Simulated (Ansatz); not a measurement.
## C2H4GeS, SMILES C#[C][GeH2][SH]: a short molecular-dynamics run

Computed with Ansatz 0.2.0, Python API.

Contents of `c2h4ges.xyz`:
```text
8

C    -2.37280    0.62010   -0.07000
C    -1.24970    0.19290    0.02330
Ge    0.51520   -0.47750    0.16950
S     1.94260    1.02310   -0.63170
H    -3.35890    0.99530   -0.15190
H     0.84030   -0.75600    1.65920
H     0.63750   -1.79200   -0.64250
H     3.04580    0.19420   -0.35590
```

The script, `c2h4ges_md.py`:
```python
"""Molecular dynamics of one C2H4GeS molecule."""

import warnings

import ansatz as az
import numpy as np

warnings.simplefilter("ignore", az.DeckWarning)

system = az.Crystal.molecule_from_extxyz("c2h4ges.xyz")

job = (
    system.calculation()
    .basis(gaussian="def2-SVP")
    .functional("hf")
    .md("nvt_nose_hoover", timestep=0.25, steps=20, temperature=200, initial_velocities="maxwell_boltzmann", seed=79, thermostat_time=50)
)
frames = []
job.session().plan().execute(on_event=lambda e: frames.append(e["data"]) if e["event"] == "md_step" else None)
print("t (fs)   E_pot (eV)      E_kin (eV)   T (K)   d(0-1) (A)")
for f in frames[::2]:
    xyz = np.array(f["positions_ang"])
    print(f"{f['time_fs']:6.2f} {f['lagrangian_ev']:14.5f} {f['e_kin_ev']:10.5f} {f['temperature_k']:8.1f} {np.linalg.norm(xyz[0] - xyz[1]):9.4f}")
kept = np.array([f["conserved_ev"] for f in frames])
print(f"conserved energy moves by at most {1000 * np.ptp(kept):.3f} meV")
```

```console
$ python c2h4ges_md.py
t (fs)   E_pot (eV)      E_kin (eV)   T (K)   d(0-1) (A)
  0.00   -69401.87928    0.15511    200.0    1.2052
  0.50   -69401.86665    0.14253    183.8    1.2095
  1.00   -69401.86121    0.13710    176.8    1.2130
  1.50   -69401.86381    0.13968    180.1    1.2157
  2.00   -69401.87321    0.14905    192.2    1.2173
  2.50   -69401.88629    0.16207    209.0    1.2178
  3.00   -69401.89872    0.17443    224.9    1.2173
  3.50   -69401.90595    0.18161    234.2    1.2157
  4.00   -69401.90450    0.18013    232.3    1.2134
  4.50   -69401.89310    0.16875    217.6    1.2103
  5.00   -69401.87356    0.14927    192.5    1.2066
conserved energy moves by at most 0.300 meV
```

Caveats:
- These settings explore the input space; basis and method may be short of convergence.
- The trajectory is only some femtoseconds long, so its temperature is not equilibrated; where the script doesn't relax first, it starts from a rough generated geometry.
- The temperature counts the internal degrees of freedom alone.
- Timing: 40 s on 1 thread of Intel(R) Xeon(R) Platinum 8488C (Sapphire Rapids) (shared host), peak memory 0.28 GiB.

(Lines on the test bed's own set-up are left out of the output.)
